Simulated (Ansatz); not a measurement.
InSb3:

```xyz
4
Lattice="4.8064 0.0000 0.0000 0.0000 4.8064 0.0000 0.0000 0.0000 4.8064" Properties=species:S:1:pos:R:3 pbc="T T T"
Sb    2.4032    2.4032    0.0000
Sb    0.0000    2.4032    2.4032
Sb    2.4032    0.0000    2.4032
In    0.0000    0.0000    0.0000
```

The cell comes from a database or a generator and needn't be the stable form of this composition.

| Quantity | Value |
| --- | --- |
| Program | Ansatz 0.2.0 |
| Task | single point |
| Functional | PBE |
| Potentials or basis | Ansatz PAW |
| Cutoff | 420 eV (not typed: the program's choice for these potentials) |
| k mesh | 6 × 6 × 6 |
| Occupations | fermi-dirac, width 0.05 eV |
| Spin | no spin polarisation |

On this cell: pressure 0.2 GPa; largest force zero by symmetry; band gap on the k mesh none (metal or under the smearing width).

The same run follows on a disturbed copy (atoms moved at random, drawn with an rms of 0.05 Å):

```
Sb In
1.0
     4.80637    0.00000    0.00000
     0.00000    4.80637    0.00000
     0.00000    0.00000    4.80637
Sb In
3 1
Direct
  0.51050 0.48869 0.99375
  0.00030 0.50846 0.50419
  0.50096 0.99871 0.50049
  0.99574 0.99724 0.00411
```

Task: What does the disturbed cell give?

Result: The energy (extrapolated to zero smearing) moves by +0.1 meV/atom; pressure 0.2 GPa; largest force 0.091 eV/Å; band gap on the k mesh none (metal or under the smearing width).

Forces in eV/Å, atoms in the order of the input:
```
Sb  -0.050 -0.025 -0.012
Sb   0.030  0.012  0.002
Sb  -0.069  0.004 -0.007
In   0.089  0.008  0.018
```
